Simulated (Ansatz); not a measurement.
**C2H7ISi: a ladder of functionals and wavefunction methods**

One table from this session's results is given with a row withheld; the runs are named, their logs left out.

Method: functionals in def2-TZVPP, the program's frozen cores in correlated methods; program: Ansatz 0.2.0, Gaussian basis.

Levels to be run: PBE-D4, r2SCAN-D4, PBE0-D4, B3LYP-D4, ωB97X-V, ωB97M-V, B2PLYP; CCSD(T)/def2-TZVPP; MP2/def2-QZVPP; extrapolation to the limit.

**The relaxed structure**

An earlier PBE0-D4 in a triple-zeta def2 set relaxation fixed the geometry. I takes the def2 core potential; no spin-orbit term is included.

SMILES `CC([SiH3])I`, 11 atoms, charge 0, spin multiplicity 1.

Atoms are counted from 1 here; the program's logs count them from 0.

Bond lengths: C1–C2 1.515 Å, C1–H5 1.092 Å, C1–H6 1.092 Å, C1–H7 1.096 Å, C2–Si3 1.883 Å, C2–I4 2.162 Å, C2–H8 1.091 Å, Si3–H9 1.491 Å, Si3–H10 1.484 Å, Si3–H11 1.483 Å. Angles: C2–C1–H5 111.5°, C2–C1–H6 111.8°, C2–C1–H7 109.4°, H5–C1–H6 108.0°, H5–C1–H7 107.9°, H6–C1–H7 108.0°, C1–C2–Si3 114.6°, C1–C2–I4 110.6°, C1–C2–H8 111.1°, Si3–C2–I4 106.6°, Si3–C2–H8 110.2°, I4–C2–H8 103.0°, C2–Si3–H9 108.6°, C2–Si3–H10 109.2°, C2–Si3–H11 110.4°, H9–Si3–H10 109.0°, H9–Si3–H11 109.3°, H10–Si3–H11 110.4°.

The first run:

Contents of in.yaml:

```yaml
crystal:
  periodic: [false, false, false]
  atoms:
    - {symbol: C, position_ang: [-0.925817, 1.058647, -0.235771]}
    - {symbol: C, position_ang: [-0.391118, -0.162643, 0.483093]}
    - {symbol: Si, position_ang: [1.323862, -0.709235, -0.070563]}
    - {symbol: I, position_ang: [-1.703726, -1.855524, 0.188330]}
    - {symbol: H, position_ang: [-0.962465, 0.903617, -1.315955]}
    - {symbol: H, position_ang: [-1.930086, 1.321553, 0.102119]}
    - {symbol: H, position_ang: [-0.267739, 1.912439, -0.040146]}
    - {symbol: H, position_ang: [-0.410604, -0.021537, 1.564808]}
    - {symbol: H, position_ang: [2.274845, 0.419312, 0.144284]}
    - {symbol: H, position_ang: [1.286574, -1.040515, -1.517012]}
    - {symbol: H, position_ang: [1.771775, -1.883113, 0.717413]}
basis:
  gaussian: {orbitals: def2-TZVPP}
hamiltonian: {xc: pbe, dispersion: d4}
output: {forces: true, orbitals: {seedname: orbitals}}
```

On the command line:

```bash
$ ansatz run in.yaml --threads 4 --pin off --events-out ev --progress --plain --max-ram 10444MiB
```

Steps of the session up to this table: PBE-D4 (GGA); r2SCAN-D4 (meta-GGA); PBE0-D4 (hybrid); B3LYP-D4 (hybrid); ωB97X-V (range-separated); ωB97M-V (range-separated); B2PLYP (double hybrid); CCSD(T) in def2-TZVPP; MP2 in def2-QZVPP.

One of the session's tables, all rows but one given; the rest of the session is left out.

```
            method  atomisation energy (eV)
            PBE-D4                   38.353
         r2SCAN-D4                        ?
           PBE0-D4                   38.043
          B3LYP-D4                   38.008
           ωB97X-V                   38.133
           ωB97M-V                   38.031
            B2PLYP                   37.568
     HF/def2-TZVPP                   28.530
    MP2/def2-TZVPP                   37.481
   CCSD/def2-TZVPP                   36.776
CCSD(T)/def2-TZVPP                   37.258
           MP2/CBS                   38.435
       CCSD(T)/CBS                   38.212
```

Q: Estimate the row for r2SCAN-D4 from the others.

**Answer.** atomisation energy (eV): 38.066. In the column «atomisation energy (eV)» it lies between PBE0-D4 (38.043) and ωB97X-V (38.133).

Limits of these values: Free atoms (2 C, 1 Si, 1 I, 7 H) were run apart at each level; the atomisation energy is their sum less the molecule, without zero-point or spin-orbit terms.
